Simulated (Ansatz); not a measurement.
# BrFHOSn radical: up Jacob's ladder to CCSD(T)

The task here is to estimate one member of a computed series from the others.

Program: Ansatz 0.2.0, Gaussian basis. Level of theory: functionals in def2-TZVPP, the program's frozen cores in correlated methods. These are calculated values, not measurements.

Levels to be run: PBE-D4, r2SCAN-D4, PBE0-D4, B3LYP-D4, ωB97X-V, ωB97M-V, B2PLYP; CCSD(T)/def2-TZVPP; MP2/def2-QZVPP; extrapolation to the limit.

### The relaxed structure

An earlier PBE0-D4 in a triple-zeta def2 set relaxation fixed the geometry. Sn takes the def2 core potential; no spin-orbit term is included.

5 atoms, charge 0, spin multiplicity 2.

Atoms are counted from 1 here; the program's logs count them from 0.

Bond lengths: O1–Sn2 1.960 Å, O1–H5 0.964 Å, Sn2–F3 1.928 Å, Sn2–Br4 2.489 Å. Angles: Sn2–O1–H5 111.2°, O1–Sn2–F3 102.0°, O1–Sn2–Br4 109.0°, F3–Sn2–Br4 108.5°.

Set-up of the first run:

File in.yaml:

```yaml
crystal:
  periodic: [false, false, false]
  atoms:
    - {symbol: O, position_ang: [-1.248738, -0.277403, 0.658811]}
    - {symbol: Sn, position_ang: [0.683218, -0.223547, 0.333790]}
    - {symbol: F, position_ang: [0.944846, 1.605266, -0.217058]}
    - {symbol: Br, position_ang: [1.221409, -1.711493, -1.587405]}
    - {symbol: H, position_ang: [-1.600735, 0.607177, 0.811862]}
basis:
  gaussian: {orbitals: def2-TZVPP}
magnetization: {spin_polarized: true, initial_magnetization: 1}
hamiltonian: {xc: pbe, dispersion: d4}
output: {forces: true, orbitals: {seedname: orbitals}}
```

The run is started by

```
ansatz run in.yaml --threads 2 --pin off --events-out ev --progress --plain --max-ram 32768MiB --backend cpu
```

Steps of the session up to this table: PBE-D4 (GGA); r2SCAN-D4 (meta-GGA); PBE0-D4 (hybrid); B3LYP-D4 (hybrid); ωB97X-V (range-separated); ωB97M-V (range-separated); B2PLYP (double hybrid); CCSD(T) in def2-TZVPP; MP2 in def2-QZVPP.

One of the session's tables, all rows but one given; the rest of the session is left out.

It belongs to the step «Atomisation energies». 

| method | atomisation energy (kJ/mol) |
| --- | --- |
| PBE-D4 | 1549.9 |
| r2SCAN-D4 | 1510.4 |
| PBE0-D4 | 1468.0 |
| B3LYP-D4 | 1472.7 |
| ωB97X-V | 1492.1 |
| ωB97M-V | 1476.6 |
| B2PLYP | 1459.8 |
| HF/def2-TZVPP | 930.0 |
| MP2/def2-TZVPP | 1492.4 |
| CCSD/def2-TZVPP | 1387.1 |
| CCSD(T)/def2-TZVPP | 1430.5 |
| MP2/CBS | 1573.3 |
| CCSD(T)/CBS | ? |

Estimate the missing values for CCSD(T)/CBS.

As computed: atomisation energy (kJ/mol): 1511.4. In the column «atomisation energy (kJ/mol)» it lies between r2SCAN-D4 (1510.4) and PBE-D4 (1549.9).

Caveats from the session: Free atoms (1 O, 1 Sn, 1 F, 1 Br, 1 H) were run apart at each level; the atomisation energy is their sum less the molecule, without zero-point or spin-orbit terms.
